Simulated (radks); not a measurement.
**In⁺ in [Kr] 4d10 5s2: an all-electron calculation**

One table from this session's results is given with a row withheld; the runs are named, their logs left out.

Method: scalar-relativistic Kohn-Sham, OLYP, spin-polarised, spherical densities, point nucleus. Code: radks (a radial shooting solver on a logarithmic mesh, Libxc functionals) version 1.

## What is computed

```
element       : indium (Z = 49)
charge        : +1
electrons     : 48
configuration : [Kr] 4d10 5s2
```

The outer shells:

In⁺
```
[Kr] core
4d [↑↓][↑↓][↑↓][↑↓][↑↓]
5s [↑↓]
```

The first run:

The run's settings:

```text
Z 49
configuration [Kr] 4d10 5s2
relativity scalar-relativistic
functional optx,lyp
spin polarised
nucleus point
c 137.035999084
```

One of the session's tables, all rows but one given; the rest of the session is left out.

It belongs to the step «Orbitals and density». Radial moments (bohr):

```
level      <r>  outermost maximum (interpolated)  90 % within  nodes
   1s  0.02972                            0.0192       0.0534      0
   2s        ?                                 ?            ?      ?
   2p   0.1122                            0.0869        0.183      0
   3s   0.3484                             0.315        0.513      2
   3p   0.3469                             0.309        0.521      1
   3d   0.3239                             0.258        0.511      0
   4s   0.8478                             0.769         1.23      3
   4p   0.9211                             0.816         1.36      2
   4d    1.171                             0.930         1.84      1
   5s    2.495                              2.10         3.71      4
```

Q: Estimate the row for 2s from the others.

The run gave: <r>: 0.1285; outermost maximum (interpolated): 0.109; 90 % within: 0.199; nodes: 1. In the column «<r>» it lies between 2p (0.1122) and 3d (0.3239).
